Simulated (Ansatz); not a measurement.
**SrSnP: properties at the relaxed cell**

The task, for SrSnP: fit an equation of state.

Program: Ansatz 0.2.0. Level of theory: DFT r2SCAN, scalar-relativistic, plane waves, PAW. These are calculated values, not measurements.

1 further run of the same task is left out (set aside as unsound or not needed).

## (1) The structure to begin with

It takes space group P4/nmm (No. 129, tetragonal). Conventional cell: a = 4.378 Å, b = 4.378 Å, c = 8.982 Å, α = 90.00°, β = 90.00°, γ = 90.00°. Around Sr (site symmetry 4mm) lie 5 P at 3.06 to 3.10 Å and 1 Sn at 3.46 Å. Sn (site symmetry 4mm) has 1 P at 2.46 Å as nearest neighbours. P (site symmetry 4mm) is surrounded by 1 Sn at 2.46 Å and 5 Sr at 3.06 to 3.10 Å.

Coordinates:

```
CELL_PARAMETERS angstrom
4.37823 0.00000 0.00000
0.00000 4.37823 0.00000
0.00000 0.00000 8.98226
ATOMIC_POSITIONS crystal
Sr 0.00000 0.50000 0.66687
Sr 0.50000 0.00000 0.33313
Sn 0.50000 0.00000 0.94801
Sn 0.00000 0.50000 0.05199
P 0.00000 0.50000 0.32567
P 0.50000 0.00000 0.67433
```

It goes back to an entry of the Materials Project, which need not be the stable form.

This cell was relaxed beforehand with the same method: volume 28.70 Å³/atom, gap on the mesh none (metal).

## (2) The cell scaled to 0.97 of its volume

File input.yaml:

```yaml
crystal:
  lattice:
    - [4.3340060369, 0.0, 0.0]
    - [0.0, 4.3340060369, 0.0]
    - [0.0, 0.0, 8.891527722]
  atoms:
    - { symbol: Sr, position: [0.0, 0.5, 0.6668679894] }
    - { symbol: Sr, position: [0.5, 0.0, 0.3331320106] }
    - { symbol: Sn, position: [0.5, 0.0, 0.9480080253] }
    - { symbol: Sn, position: [0.0, 0.5, 0.0519919747] }
    - { symbol: P, position: [0.0, 0.5, 0.325673828] }
    - { symbol: P, position: [0.5, 0.0, 0.674326172] }
basis:
  ecutwfc: 500
kpoints:
  mp_grid: { grid: [8, 8, 4] }
hamiltonian:
  xc: r2scan
scf:
  occupations: { method: gaussian, width: 0.1 }
output:
  forces: true
  stress: true
  eigenvalues: true
relax:
  adjacent_minimum: "off"
  f_tol: 0.01
  max_steps: 30
  cell: { stress_tol: 0.1, fix: [volume] }
```

Command:

```
$ ansatz run input.yaml --threads 2 --pin off --max-ram 5120MiB --backend cpu --events-out ev --progress --plain --runs-dir out
```

## (3) Volume × 1.03

input.yaml, as its differences from that of step 2:

```diff
@@ -2,5 +2,5 @@
   lattice:
-    - [4.3340060369, 0.0, 0.0]
-    - [0.0, 4.3340060369, 0.0]
-    - [0.0, 0.0, 8.891527722]
+    - [4.4215853103, 0.0, 0.0]
+    - [0.0, 4.4215853103, 0.0]
+    - [0.0, 0.0, 9.0712029533]
   atoms:
```

## (4) The cell scaled to 0.94 of its volume

File input.yaml:

```yaml
crystal:
  lattice:
    - [4.2873533989, 0.0, 0.0]
    - [0.0, 4.2873533989, 0.0]
    - [0.0, 0.0, 8.8050730591]
  atoms:
    - { symbol: Sr, position: [0.0, 0.5, 0.6672877523] }
    - { symbol: Sr, position: [0.5, 0.0, 0.3327122477] }
    - { symbol: Sn, position: [0.5, 0.0, 0.9483473772] }
    - { symbol: Sn, position: [0.0, 0.5, 0.0516526228] }
    - { symbol: P, position: [0.0, 0.5, 0.3268141296] }
    - { symbol: P, position: [0.5, 0.0, 0.6731858704] }
basis:
  ecutwfc: 500
kpoints:
  mp_grid: { grid: [8, 8, 4] }
hamiltonian:
  xc: r2scan
scf:
  occupations: { method: gaussian, width: 0.1 }
output:
  forces: true
  stress: true
  eigenvalues: true
relax:
  adjacent_minimum: "off"
  f_tol: 0.01
  max_steps: 30
  cell: { stress_tol: 0.1, fix: [volume] }
```

## (5) The cell scaled to 1.06 of its volume

File input.yaml:

```yaml
crystal:
  lattice:
    - [4.4643415666, 0.0, 0.0]
    - [0.0, 4.4643415666, 0.0]
    - [0.0, 0.0, 9.1574532793]
  atoms:
    - { symbol: Sr, position: [0.0, 0.5, 0.6664120175] }
    - { symbol: Sr, position: [0.5, 0.0, 0.3335879825] }
    - { symbol: Sn, position: [0.5, 0.0, 0.9473536674] }
    - { symbol: Sn, position: [0.0, 0.5, 0.0526463326] }
    - { symbol: P, position: [0.0, 0.5, 0.3247816309] }
    - { symbol: P, position: [0.5, 0.0, 0.6752183691] }
basis:
  ecutwfc: 500
kpoints:
  mp_grid: { grid: [8, 8, 4] }
hamiltonian:
  xc: r2scan
scf:
  occupations: { method: gaussian, width: 0.1 }
output:
  forces: true
  stress: true
  eigenvalues: true
relax:
  adjacent_minimum: "off"
  f_tol: 0.01
  max_steps: 30
  cell: { stress_tol: 0.1, fix: [volume] }
```

## (6) The cell scaled to 0.91 of its volume

File input.yaml:

```yaml
crystal:
  lattice:
    - [4.2402240457, 0.0, 0.0]
    - [0.0, 4.2402240457, 0.0]
    - [0.0, 0.0, 8.7146000385]
  atoms:
    - { symbol: Sr, position: [0.0, 0.5, 0.6679674452] }
    - { symbol: Sr, position: [0.5, 0.0, 0.3320325548] }
    - { symbol: Sn, position: [0.5, 0.0, 0.9485559106] }
    - { symbol: Sn, position: [0.0, 0.5, 0.0514440894] }
    - { symbol: P, position: [0.0, 0.5, 0.3281230875] }
    - { symbol: P, position: [0.5, 0.0, 0.6718769125] }
basis:
  ecutwfc: 500
kpoints:
  mp_grid: { grid: [8, 8, 4] }
hamiltonian:
  xc: r2scan
scf:
  occupations: { method: gaussian, width: 0.1 }
output:
  forces: true
  stress: true
  eigenvalues: true
  write_density: true
  write_potential: true
  elf: true
  volumetric_format: npy
relax:
  adjacent_minimum: "off"
  f_tol: 0.01
  max_steps: 30
  cell: { stress_tol: 0.1, fix: [volume] }
```

## (7) Point at V/V0 = 1.10

File input.yaml:

```yaml
crystal:
  lattice:
    - [4.5218312513, 0.0, 0.0]
    - [0.0, 4.5218312513, 0.0]
    - [0.0, 0.0, 9.262914589]
  atoms:
    - { symbol: Sr, position: [0.0, 0.5, 0.6661871457] }
    - { symbol: Sr, position: [0.5, 0.0, 0.3338128543] }
    - { symbol: Sn, position: [0.5, 0.0, 0.9469672337] }
    - { symbol: Sn, position: [0.0, 0.5, 0.0530327663] }
    - { symbol: P, position: [0.0, 0.5, 0.3237495183] }
    - { symbol: P, position: [0.5, 0.0, 0.6762504817] }
basis:
  ecutwfc: 500
kpoints:
  mp_grid: { grid: [8, 8, 4] }
hamiltonian:
  xc: r2scan
scf:
  occupations: { method: gaussian, width: 0.1 }
output:
  forces: true
  stress: true
  eigenvalues: true
relax:
  adjacent_minimum: "off"
  f_tol: 0.01
  max_steps: 30
  cell: { stress_tol: 0.1, fix: [volume] }
```

## (8) The cell scaled to 0.88 of its volume

File input.yaml:

```yaml
crystal:
  lattice:
    - [4.1922632752, 0.0, 0.0]
    - [0.0, 4.1922632752, 0.0]
    - [0.0, 0.0, 8.6212303934]
  atoms:
    - { symbol: Sr, position: [0.0, 0.5, 0.6688443149] }
    - { symbol: Sr, position: [0.5, 0.0, 0.3311556851] }
    - { symbol: Sn, position: [0.5, 0.0, 0.9486213624] }
    - { symbol: Sn, position: [0.0, 0.5, 0.0513786376] }
    - { symbol: P, position: [0.0, 0.5, 0.3296139512] }
    - { symbol: P, position: [0.5, 0.0, 0.6703860488] }
basis:
  ecutwfc: 500
kpoints:
  mp_grid: { grid: [8, 8, 4] }
hamiltonian:
  xc: r2scan
scf:
  occupations: { method: gaussian, width: 0.1 }
output:
  forces: true
  stress: true
  eigenvalues: true
relax:
  adjacent_minimum: "off"
  f_tol: 0.01
  max_steps: 30
  cell: { stress_tol: 0.1, fix: [volume] }
```

(Steps that only read results are left out.)

**Question.** What will these runs give? Wanted: equilibrium volume of the fit; bulk modulus.

**Answer**, as computed:

| quantity | value |
| --- | --- |
| equilibrium volume of the fit | 28.70 Å³/atom |
| bulk modulus | 45 GPa |
| its pressure derivative | 4.3 |

What this shows: The fit puts the minimum at 28.70 Å³/atom with B = 45 GPa and B' = 4.3.
